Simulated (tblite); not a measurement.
# CH10N2OSi3: the cost of one run

The runs use tblite 0.8.0 and PySCF 2.14.0, with density-fitted response routines of our own; the level of theory stands in each step. All values are computed, except where a source is named. Atoms are numbered from 0 throughout.

## 1. The starting structure

17 atoms, charge 0, multiplicity 1; geometry from: force field or distance geometry start.

Bonds of the start (Å): N0–Si1 1.79, Si1–O2 1.71, O2–Si3 1.70, Si3–C4 1.85, C4–N5 1.44, N5–Si6 1.78, Si6–Si3 2.20, N0–H7 1.04, N0–H8 1.05, Si1–H9 1.45, Si1–H10 1.48, Si3–H11 1.46, C4–H12 1.11, C4–H13 1.09, N5–H14 1.06, Si6–H15 1.45, Si6–H16 1.46.

## 2. Geometry optimisation with GFN2-xTB

What the job is given:

```
{"job": {"kind": "relax", "xc": "GFN2-xTB", "basis": "xTB"}, "charge": 0, "multiplicity": 1}
N      2.743800     0.714200    -0.008900
Si     2.266500    -0.964800    -0.383800
O      0.700700    -0.938300    -1.071300
Si    -0.316400    -0.193300     0.070900
C     -2.059900    -0.794700     0.190200
N     -2.549900     0.477000     0.668000
Si    -1.727200     1.339400    -0.648900
H      3.743700     0.715600     0.263400
H      2.172700     1.070400     0.800700
H      3.219200    -1.654900    -1.239700
H      2.136600    -1.732600     0.879300
H      0.353500     0.123300     1.325700
H     -2.552900    -1.037800    -0.775200
H     -2.136800    -1.651300     0.864800
H     -2.248600     0.735200     1.645600
H     -2.400600     1.076600    -1.904100
H     -1.351400     2.728100    -0.387700
```

Run with:

```sh
$ OMP_NUM_THREADS=1 python probes_run.py task.json out
```

The driver reads the jobs from task.json and runs them one after another.

**Question.** How long does this first job take on 1 thread of Arm Neoverse N1, shared host, and how much memory does it need?

About 2.1 s, with a peak of 0.18 GiB.
